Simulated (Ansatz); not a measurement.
# CoHO+ (doublet): the correlation ladder, def2-QZVPP

An exercise on one series of results from a longer session: the logs are not shown, and one member is left open.

Computed with Ansatz 0.2.0, Gaussian basis. Level: def2-QZVPP, core rule «outside noble gas», up to 10 orbitals frozen.

Plan: UHF; ROHF; CCSD(T) on UHF.

2 further runs of the same task are left out: 2 set aside as unsound or not needed. Runs told in other sessions of the task aren't counted.

**The geometry**

The geometry is a PBE0/def2-TZVP stationary point (not a proven minimum) of the parent state, kept for this charge and spin.

3 atoms, charge 1, spin multiplicity 2.

Atoms are counted from 1 here; the program's logs count them from 0.

Bond lengths: Co1–O2 1.569 Å, Co1–H3 1.489 Å. Angles: O2–Co1–H3 104.4°.

Set-up of the first run:

The input, in.yaml:

```yaml
crystal:
  periodic: [false, false, false]
  atoms:
    - {symbol: Co, position_ang: [0.000000, -0.043234, 0.323378]}
    - {symbol: O, position_ang: [0.000000, 0.073109, -1.241595]}
    - {symbol: H, position_ang: [0.000000, 1.367368, 0.800755]}
basis:
  gaussian: {orbitals: "def2-QZVPP.json"}
total_charge: 1
magnetization: {spin_polarized: true, initial_magnetization: 1}
hamiltonian: {xc: hf}
output: {orbitals: {seedname: orbitals}}
```

Command:

```sh
ansatz run in.yaml --threads 1 --pin off --events-out ev --progress --plain --max-ram 4096MiB --backend cpu
```

Among the steps run: UHF; ROHF; CCSD(T) on UHF.

One of the session's tables, all rows but one given; the rest of the session is left out.

It belongs to the step «Misses and costs». 

| method | from UCCSD(T) (meV) |
| --- | --- |
| ROHF | +19088.4 |
| UHF | +15538.2 |
| UMP2 | ? |
| UCCSD | +971.4 |
| UCCSD(T) | 0 |

**Question.** Estimate the row for UMP2.

As computed: from UCCSD(T) (meV): +2064.7. In the column «from UCCSD(T) (meV)» it lies between UCCSD (+971.4) and UHF (+15538.2).

The program flags UCCSD(T) as in doubt (see the logs), so the zero of the table is itself unsure.

Caveats from the session: The determinant of HF (⟨S²⟩ 2.48) is far from a pure spin state, so its energy mixes those of several spin states; that is harmless only where they are near-degenerate. The determinant of CCSD(T) (⟨S²⟩ 2.46) is far from a pure spin state, so its energy mixes those of several spin states; high orders of coupled cluster remove much of that, low ones don't. The program flags UCCSD(T) as in doubt, so the zero of the table is itself unsure. Warnings: spin contamination; coupled cluster took another determinant than the lowest.
